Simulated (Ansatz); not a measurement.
# Sc3Ge3Ru2: a short molecular-dynamics run

Aim: set Sc3Ge3Ru2 (a randomly packed cell, 16 atoms, not relaxed) in motion for 60 steps of 1 fs at constant energy, with velocities drawn for 100 K, and see how temperature, energy and positions respond.

All numbers below are computed with Ansatz 0.2.0 (DFT PBE, plane waves, PAW, scalar-relativistic, no spin polarisation).

### Step 1. The system as given

The cell holds 16 atoms (Ge6Ru4Sc6): a = 7.449 Å, b = 6.476 Å, c = 6.336 Å, α = 96.32°, β = 90.48°, γ = 93.15°.

Coordinates:

```xyz
16
Lattice="7.2452 -1.2371 -1.2093 0.8407 6.3833 0.6957 0.7167 -1.4692 6.1216" Properties=species:S:1:pos:R:3 pbc="T T T"
Sc    6.2055    2.6654    4.5704
Sc    2.8571    4.7056    0.4218
Ge    7.3524    0.4213    1.6016
Ge    5.3006    3.5292    2.2433
Ge    5.4067    5.3441    0.7951
Ge    3.0426   -0.0083    1.5344
Ge    5.1992    0.2831    2.4652
Ge    1.2342   -0.3884    3.0134
Sc    3.5888   -1.3917    3.7040
Sc    1.1799    2.0901    5.2470
Sc    5.9424   -0.2259    5.1555
Sc    2.5455    2.4872    2.2467
Ru    3.7345    1.3173    4.4755
Ru    2.2711   -0.3658    5.9872
Ru    7.7331    2.8414    2.1854
Ru    7.7009    4.5801    0.1526
```

### Step 2. Dynamics

Contents of input.yaml:

```yaml
crystal:
  lattice:
    - [7.245234, -1.23708, -1.209318]
    - [0.840714, 6.383329, 0.695665]
    - [0.716657, -1.469162, 6.121587]
  atoms:
    - { symbol: Sc, position: [0.692025, 0.73573, 0.799699] }
    - { symbol: Sc, position: [0.297542, 0.803213, 0.036399] }
    - { symbol: Ge, position: [0.934914, 0.340992, 0.407566] }
    - { symbol: Ge, position: [0.603719, 0.761752, 0.399158] }
    - { symbol: Ge, position: [0.617683, 0.989007, 0.139522] }
    - { symbol: Ge, position: [0.372991, 0.141914, 0.308204] }
    - { symbol: Ge, position: [0.635808, 0.28179, 0.496293] }
    - { symbol: Ge, position: [0.1114, 0.077092, 0.505501] }
    - { symbol: Sc, position: [0.42484, 0.022302, 0.686468] }
    - { symbol: Sc, position: [0.023454, 0.516791, 0.803029] }
    - { symbol: Sc, position: [0.690343, 0.315377, 0.942722] }
    - { symbol: Sc, position: [0.255387, 0.521576, 0.358192] }
    - { symbol: Ru, position: [0.387806, 0.455511, 0.755946] }
    - { symbol: Ru, position: [0.191172, 0.208103, 0.992169] }
    - { symbol: Ru, position: [0.936974, 0.732323, 0.458875] }
    - { symbol: Ru, position: [0.945003, 0.925162, 0.106479] }
kpoints:
  mp_grid: { grid: [2, 3, 3] }
magnetization:
  spin_polarized: false
scf:
  occupations: { method: gaussian, width: 0.1 }
hamiltonian:
  pseudopotentials: { kind: paw }
  xc: pbe
basis:
  ecutwfc: 420
md:
  timestep: 1.0
  n_steps: 60
  ensemble: nve
  temperature: 100.0
  initial_velocities: maxwell_boltzmann
  seed: 677109
```

Command:

```sh
> ansatz run input.yaml --threads 2 --pin off --max-ram 2560MiB --backend cpu --events-out ev --progress --plain --runs-dir out
```

What does the calculation give? Wanted: temperature, first and last step; temperature, second half; potential energy, second half; largest change of the total energy; mean square displacement, second half.

**Answer**, as computed:

```
                             quantity                            value
                               length                 60 steps of 1 fs
     temperature, first and last step                   100 and 1791 K
             temperature, second half  mean 1287 K, from 848 to 1791 K
        potential energy, second half     -144 meV/atom from the start
   largest change of the total energy                    0.03 meV/atom
mean square displacement, second half  Ge 0.060, Sc 0.047, Ru 0.006 Å²
```

In words: The temperature starts at 100 K and averages 1287 K in the second half, where it still rises, from 848 to 1791 K; the start was no minimum (force components up to 2.4 eV/Å), and the potential energy that it sheds (144 meV/atom) turns into motion. The total energy strays from its start by at most 0.03 meV/atom, under 0.1 % of the mean kinetic energy, so a step of 1 fs is short enough over this time. Over the second half Ge atoms stand 0.2 Å (root mean square) from where they began, and the farthest move is 0.5 Å. 60 fs on 16 atoms is far too short and small for converged averages.
